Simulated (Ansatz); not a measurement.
# GaPHS (doublet): one geometry, many settings

What do other methods and options give for GaPHS (doublet) at this geometry, and how long do they take?

Program: Ansatz 0.2.0, Gaussian basis. Level of theory: the settings change from run to run. These are calculated values, not measurements.

27 further runs of the same task are left out: 6 for a known fault of the program, 9 that didn't finish, 12 set aside as unsound or not needed.

## (1) The geometry

The geometry is a PBE0/def2-TZVP stationary point (not a proven minimum). No spin-orbit coupling is included. The filled d shell of Ga may be among the frozen orbitals whatever the setting's name suggests; the logs give the count.

4 atoms, charge 0, spin multiplicity 2.

Atoms are counted from 1 here; the program's logs count them from 0.

Bond lengths: Ga1–P2 2.458 Å, P2–S3 2.082 Å, S3–H4 1.347 Å. Angles: Ga1–P2–S3 86.7°, P2–S3–H4 99.6°.

## (2) BCCD/cc-pVDZ

File in.yaml:

```yaml
crystal:
  periodic: [false, false, false]
  atoms:
    - {symbol: Ga, position_ang: [0.000000, -0.181071, 1.254308]}
    - {symbol: P, position_ang: [0.000000, 1.130788, -0.824606]}
    - {symbol: S, position_ang: [0.000000, -0.690919, -1.833298]}
    - {symbol: H, position_ang: [0.000000, -0.243652, -3.103616]}
basis:
  gaussian: {orbitals: cc-pVDZ}
magnetization: {spin_polarized: true, initial_magnetization: 1}
hamiltonian: {xc: {name: B3LYP}}
correlation: {method: bccd, electrons: outside_noble_gas}
scf: {lower_state_search: off}
output: {forces: true}
```

Started as:

```console
$ ansatz run in.yaml --threads 1 --pin off --events-out ev --progress --plain --max-ram 2393MiB
```

What it wrote (excerpt; [...] marks lines left out):

```text
Functional definition: B3LYP
  name "B3LYP"
  cite "Stephens, Devlin, Chabalowski & Frisch, J. Phys. Chem. 98, 11623 (1994) doi:10.1021/j100096a001"
  cite "Becke, Phys. Rev. A 38, 3098 (1988) doi:10.1103/PhysRevA.38.3098"
  cite "Lee, Yang & Parr, Phys. Rev. B 37, 785 (1988) doi:10.1103/PhysRevB.37.785"
  cite "Vosko, Wilk & Nusair, Can. J. Phys. 58, 1200 (1980) doi:10.1139/p80-159"
[...]
754 factors; integrals over basis functions are off by at most 8.5e-4 eV
[...]
mean field -72519.62307139 eV, -2665.0469923077 hartree, gradient 4.6e-6 eV, S^2 0.753718; 0 other end points of the search recorded, 0 dependent functions left out
24 core orbitals not correlated: weight in the atoms' cores, before any rotation towards them, 0.999 or more for the frozen orbitals, at most 0.001 for the correlated occupied ones
reference -72437.91422830 eV, -2662.0442477084 hartree; 8, 7 occupied and 36, 37 virtual orbitals, 754 factors
second order -7.90353691 eV of doubles, -0.30329851 eV of singles
cycle   1  -8.63487139 eV  change   -4.4e-1 eV  update   9.0e-2
[...]
cycle  17  -8.99063449 eV  change    2.7e-7 eV  update   3.6e-7
[...]
Total energy: -72446.90486279 eV, -2662.3746474318 hartree
Atom 0 at     0.000000    -0.181071     1.254308 Å, force    -0.000000    -0.107605     0.282095 eV/Å
Atom 1 at     0.000000     1.130788    -0.824606 Å, force    -0.000000     0.972096     0.269948 eV/Å
Atom 2 at     0.000000    -0.690919    -1.833298 Å, force    -0.000000    -0.953407    -0.327930 eV/Å
Atom 3 at     0.000000    -0.243652    -3.103616 Å, force    -0.000000     0.088916    -0.224113 eV/Å
Dipole moment:     0.000000    -0.013780     0.094310 e Å
Checks for a lower state left out: starts, cluster_reference, orbital_swaps, neighbouring_geometries, increment
```

Wall time 21 s (1 thread of Arm Neoverse V1, shared host); peak memory 0.29 GiB.

From the report: ⟨S²⟩ of the determinant 0.754 (pure doublet: 0.75); correlation -8.9906 eV; largest double amplitude 0.06.

## (3) MP2 on ROHF/cc-pVDZ

in.yaml, as its differences from that of step 2:

```diff
@@ -9,6 +9,4 @@
   gaussian: {orbitals: cc-pVDZ}
-magnetization: {spin_polarized: true, initial_magnetization: 1}
-hamiltonian: {xc: {name: B3LYP}}
-correlation: {method: bccd, electrons: outside_noble_gas}
-scf: {lower_state_search: off}
+magnetization: {spin_polarized: false, initial_magnetization: 1}
+correlation: {method: mp2, electrons: outside_noble_gas}
 output: {forces: true}
```

The command is unchanged.

What it wrote (excerpt; [...] marks lines left out):

```text
Functional definition: HF
  name "HF"
  cite "Fock, Z. Phys. 61, 126 (1930) doi:10.1007/BF01340294"
  parent pbe
[...]
754 factors; integrals over basis functions are off by at most 8.5e-4 eV
[...]
mean field -72438.56056333 eV, -2662.0680000826 hartree, gradient 1.8e-6 eV, S^2 0.750000; 6 other end points of the search recorded, 0 dependent functions left out
[...]
24 core orbitals not correlated: weight in the atoms' cores, before any rotation towards them, 0.999 or more for the frozen orbitals, at most 0.001 for the correlated occupied ones
reference -72438.56056333 eV, -2662.0680000826 hartree; 8, 7 occupied and 36, 37 virtual orbitals, 754 factors
second order -7.46392859 eV of doubles, -0.06717602 eV of singles
[...]
Total energy: -72446.09166794 eV, -2662.3447630723 hartree
Atom 0 at     0.000000    -0.181071     1.254308 Å, force     0.000000    -0.099518     0.177898 eV/Å
Atom 1 at     0.000000     1.130788    -0.824606 Å, force     0.000000     0.743124     0.168647 eV/Å
Atom 2 at     0.000000    -0.690919    -1.833298 Å, force    -0.000000    -0.724174    -0.216951 eV/Å
Atom 3 at     0.000000    -0.243652    -3.103616 Å, force     0.000000     0.080568    -0.129593 eV/Å
Dipole moment:    -0.000000    -0.020431     0.083337 e Å
```

Wall time 14 s (1 thread of Arm Neoverse V1, shared host).

## (4) CCSD on ROHF/cc-pVDZ

in.yaml, as its differences from that of step 3:

```diff
@@ -10,3 +10,3 @@
 magnetization: {spin_polarized: false, initial_magnetization: 1}
-correlation: {method: mp2, electrons: outside_noble_gas}
+correlation: {method: ccsd, electrons: outside_noble_gas}
 output: {forces: true}
```

Same command.

What it wrote (excerpt; [...] marks lines left out):

```text
Functional definition: HF
  name "HF"
  cite "Fock, Z. Phys. 61, 126 (1930) doi:10.1007/BF01340294"
  parent pbe
[...]
754 factors; integrals over basis functions are off by at most 8.5e-4 eV
[...]
mean field -72438.56056333 eV, -2662.0680000826 hartree, gradient 1.8e-6 eV, S^2 0.750000; 7 other end points of the search recorded, 0 dependent functions left out
[...]
determinant -72438.56056333 eV, -2662.0680000826 hartree, with singles and doubles -72447.22171856 eV, -2662.3862916665 hartree
determinant -72437.30681362 eV, -2662.0219256305 hartree, with singles and doubles -72446.18644963 eV, -2662.3482462352 hartree
determinant -72435.70090579 eV, -2661.9629096064 hartree, with singles and doubles -72444.67789110 eV, -2662.2928077317 hartree
24 core orbitals not correlated: weight in the atoms' cores, before any rotation towards them, 0.999 or more for the frozen orbitals, at most 0.001 for the correlated occupied ones
reference -72438.56056333 eV, -2662.0680000826 hartree; 8, 7 occupied and 36, 37 virtual orbitals, 754 factors
second order -7.46392859 eV of doubles, -0.06717602 eV of singles
cycle   1  -8.66090007 eV  change    2.6e-4 eV  update   1.5e-3
[...]
cycle  11  -8.66151359 eV  change   -9.7e-7 eV  update   6.4e-7
[...]
Total energy: -72447.22207692 eV, -2662.3863048360 hartree
Atom 0 at     0.000000    -0.181071     1.254308 Å, force     0.000000    -0.102013     0.273543 eV/Å
Atom 1 at     0.000000     1.130788    -0.824606 Å, force     0.000000     0.976297     0.285185 eV/Å
Atom 2 at     0.000000    -0.690919    -1.833298 Å, force     0.000000    -0.961731    -0.334554 eV/Å
Atom 3 at     0.000000    -0.243652    -3.103616 Å, force     0.000000     0.087447    -0.224175 eV/Å
Dipole moment:     0.000000    -0.013769     0.086059 e Å
```

It took 26 s on 1 thread of Arm Neoverse V1, shared host.

From the report: correlation -8.6615 eV; T1 0.025; largest double amplitude 0.06.

## (5) NEVPT2(9,7)/6-31G

in.yaml, as its differences from that of step 4:

```diff
@@ -8,5 +8,5 @@
 basis:
-  gaussian: {orbitals: cc-pVDZ}
+  gaussian: {orbitals: 6-31G}
 magnetization: {spin_polarized: false, initial_magnetization: 1}
-correlation: {method: ccsd, electrons: outside_noble_gas}
+correlation: {method: sc_nevpt2, electrons: valence, active_space: {window: {electrons: 9, orbitals: 7}}}
 output: {forces: true}
```

Launched as before.

What it wrote (excerpt; [...] marks lines left out):

```text
Functional definition: HF
  name "HF"
  cite "Fock, Z. Phys. 61, 126 (1930) doi:10.1007/BF01340294"
  parent pbe
[...]
566 factors; integrals over basis functions are off by at most 4.1e-4 eV
[...]
mean field -72427.46648478 eV, -2661.6603002155 hartree, gradient 1.9e-6 eV, S^2 0.750000; 6 other end points of the search recorded, 0 dependent functions left out
reference -72427.46648478 eV, -2661.6603002155 hartree; 32, 31 occupied and 25, 26 virtual orbitals, 566 factors
state -72428.59237073 eV, -2661.7016757611 hartree
state -72428.59237073 eV, -2661.7016757611 hartree; corrected -72435.56287184 eV, -2661.9578369523 hartree
state -72428.13164957 eV, -2661.6847445710 hartree
state -72428.13164957 eV, -2661.6847445710 hartree; corrected -72435.47793859 eV, -2661.9547157129 hartree
state -72428.59237073 eV, -2661.7016757611 hartree; corrected -72435.56287184 eV, -2661.9578369523 hartree
[...]
Total energy: -72435.56287184 eV, -2661.9578369523 hartree
Atom 0 at     0.000000    -0.181071     1.254308 Å, force    -0.000000    -0.385055     0.865133 eV/Å
Atom 1 at     0.000000     1.130788    -0.824606 Å, force     0.000000     3.488207     1.269041 eV/Å
Atom 2 at     0.000000    -0.690919    -1.833298 Å, force    -0.000000    -3.124556    -1.127009 eV/Å
Atom 3 at     0.000000    -0.243652    -3.103616 Å, force     0.000000     0.021404    -1.007165 eV/Å
Dipole moment:    -0.000000    -0.041860     0.211467 e Å
```

It took 16 s on 1 thread of Arm Neoverse V1, shared host.

From the report: 370 determinants; active occupations 2.00, 1.99, 1.97, 1.96, 1.01, 0.04, 0.03.

## (6) BCCD on ROHF/cc-pVDZ

in.yaml, as its differences from that of step 5:

```diff
@@ -8,5 +8,5 @@
 basis:
-  gaussian: {orbitals: 6-31G}
+  gaussian: {orbitals: cc-pVDZ}
 magnetization: {spin_polarized: false, initial_magnetization: 1}
-correlation: {method: sc_nevpt2, electrons: valence, active_space: {window: {electrons: 9, orbitals: 7}}}
+correlation: {method: bccd, electrons: outside_noble_gas}
 output: {forces: true}
```

Same command.

What it wrote (excerpt; [...] marks lines left out):

```text
Functional definition: HF
  name "HF"
  cite "Fock, Z. Phys. 61, 126 (1930) doi:10.1007/BF01340294"
  parent pbe
[...]
754 factors; integrals over basis functions are off by at most 8.5e-4 eV
[...]
mean field -72438.56056333 eV, -2662.0680000826 hartree, gradient 1.8e-6 eV, S^2 0.750000; 7 other end points of the search recorded, 0 dependent functions left out
[...]
determinant -72438.56056333 eV, -2662.0680000826 hartree, with singles and doubles -72447.22171856 eV, -2662.3862916665 hartree
determinant -72437.30681362 eV, -2662.0219256305 hartree, with singles and doubles -72446.18644963 eV, -2662.3482462352 hartree
determinant -72435.70090579 eV, -2661.9629096064 hartree, with singles and doubles -72444.67789110 eV, -2662.2928077317 hartree
24 core orbitals not correlated: weight in the atoms' cores, before any rotation towards them, 0.999 or more for the frozen orbitals, at most 0.001 for the correlated occupied ones
reference -72438.56056333 eV, -2662.0680000826 hartree; 8, 7 occupied and 36, 37 virtual orbitals, 754 factors
second order -7.46392859 eV of doubles, -0.06717602 eV of singles
cycle   1  -8.64898558 eV  change    1.2e-2 eV  update   9.1e-3
[...]
cycle  13  -8.64681262 eV  change   -1.0e-7 eV  update   2.9e-7
[...]
Total energy: -72447.20737596 eV, -2662.3857645855 hartree
Atom 0 at     0.000000    -0.181071     1.254308 Å, force     0.000000    -0.099934     0.269536 eV/Å
Atom 1 at     0.000000     1.130788    -0.824606 Å, force    -0.000000     0.957903     0.278923 eV/Å
Atom 2 at     0.000000    -0.690919    -1.833298 Å, force     0.000000    -0.944694    -0.329275 eV/Å
Atom 3 at     0.000000    -0.243652    -3.103616 Å, force     0.000000     0.086725    -0.219184 eV/Å
Dipole moment:     0.000000    -0.013506     0.090998 e Å
```

Run time: 29 s. Hardware: 1 thread of Arm Neoverse V1, shared host; peak memory 0.29 GiB.

From the report: correlation -8.6468 eV; largest double amplitude 0.06.

## (7) All runs side by side

Where basis and cores are those of an earlier UCCSDT(Q)/cc-pVDZ run (-72447.5897 eV), and the state is the same kind, the miss against it is given.

| level | correlated | functions | energy (eV) | from UCCSDT(Q) (meV) | time |
| --- | --- | --- | --- | --- | --- |
| BCCD/cc-pVDZ (on B3LYP orbitals) | outside noble gas | 68 | -72446.9049 | 684.8 | 21 s |
| MP2 on ROHF/cc-pVDZ | outside noble gas | 68 | -72446.0917 | 1498.0 | 14 s |
| CCSD on ROHF/cc-pVDZ | outside noble gas | 68 | -72447.2221 | 367.6 | 26 s |
| NEVPT2(9,7)/6-31G | valence | 57 | -72435.5629 |  | 16 s |
| BCCD on ROHF/cc-pVDZ | outside noble gas | 68 | -72447.2074 | 382.3 | 29 s |

## (8) Results

| quantity | value |
| --- | --- |
| runs | 5 |
| quickest | MP2 on ROHF/cc-pVDZ, 14 s |
| slowest | BCCD on ROHF/cc-pVDZ, 29 s |

What this shows: Total energies in different bases, with other cores or another treatment of relativity can't be set against each other. BCCD on ROHF/cc-pVDZ took 2 times as long as MP2 on ROHF/cc-pVDZ; the jobs differ in more than the method. Among the correlated runs with a miss given, it spans +368 to +1498 meV. Cores frozen from Kohn-Sham orbitals shift the total energy.
